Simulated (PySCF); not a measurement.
# C5H5FO: the cost of one run

Programs: PySCF 2.14.0, with density-fitted response routines of our own. Each step states its level of theory. These are calculated values for one molecule in the gas phase, unless marked as measured. Atoms count from 0, in the outputs and in this text.

## Step 1: The starting structure

12 atoms, charge 0, multiplicity 1; geometry from: PBE0-D3(BJ)/def2-SVP.

Bonds of the start (Å): F0–C1 1.40, C1–C2 1.49, C2–C3 1.34, C3–O4 1.35, O4–C5 1.35, C5–C6 1.34, C6–C1 1.49, C1–H7 1.10, C2–H8 1.09, C3–H9 1.09, C5–H10 1.09, C6–H11 1.09.

## Step 2: Core holes by ΔSCF: SCAN, X2C

What the job is given:

```
{"job": {"kind": "xps"}, "charge": 0, "multiplicity": 1}
F     -0.691700    -0.308475     2.097069
C     -0.754239    -0.518414     0.714205
C      0.524958    -1.119578     0.246092
C      1.381504    -0.450459    -0.534723
O      1.144711     0.778761    -1.042254
C     -0.045932     1.345856    -0.751240
C     -0.981588     0.779002     0.020153
H     -1.605257    -1.208248     0.573363
H      0.801304    -2.116092     0.595591
H      2.347864    -0.837819    -0.861378
H     -0.158349     2.313225    -1.243434
H     -1.921791     1.310243     0.179412
```

Level: delta-SCF UKS SCAN, pcX-2 on the ionised atom, pcseg-1 elsewhere, spin-free X2C.

Launch:

```
> OMP_NUM_THREADS=1 python probes_run.py task.json out
```

The driver reads the jobs from task.json and runs them one after another.

Q: Estimate the wall time and peak memory of this first job on 1 thread of Intel Xeon 6975P-C, shared host.

About 24 s, with a peak of 0.54 GiB.
